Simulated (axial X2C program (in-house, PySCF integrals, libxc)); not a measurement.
**A two-component session on GeO⁺: EOM-IP-CCSD levels**

Aim: EOM-IP-CCSD levels of GeO⁺, with spin–orbit coupling in the Hamiltonian from the start.

Method: two-component X2C with atomic mean-field terms, Ge dyall-cv3z, O dyall-av3z; program: an in-house X2C program for linear molecules on PySCF integrals.

All values are calculated.

### Step 1. Input

task.json reads:

```json
{"zs": [32, 8], "q": 1, "bas": ["dyall-cv3z", "dyall-av3z"], "r0": 1.68, "eom": "ip", "rq": 0, "thr": -2.0, "nmax": 95, "grid": [1, 0.96, 1.045, 0.92, 1.09, 1.15]}
```

Keys: zs atomic numbers; q charge; bas basis sets; r0 starting distance in Å; eom kind of EOM run; thr threshold in hartree for freezing inner shells (an s shell follows its p shell); nmax most natural virtual spinors; grid distances as factors.

The run is started by

```bash
> python soeom.py task.json out
```

After this run come: EOM-IP-CCSD at 1.618 Å.

What does the calculation give? Wanted: next root led by one particle; T1 of the reference.

The runs gave:

| quantity | value |
| --- | --- |
| lowest root at 1.618 Å | Ω = 1/2, 11.036 eV |
| next root led by one particle | Ω = 3/2, about 1480 cm⁻¹ higher |
| T1 of the reference | 0.023 |

What this shows: Removing an electron from the reference determinant of GeO costs 11.04 eV and empties a spinor of 49% O pσ, 27% Ge pσ, 16% Ge sσ. Errors of 0.1 to 0.3 eV are usual at this size, and roots led by higher excitations are left out, so the list is incomplete, and low states of that kind can be missing.
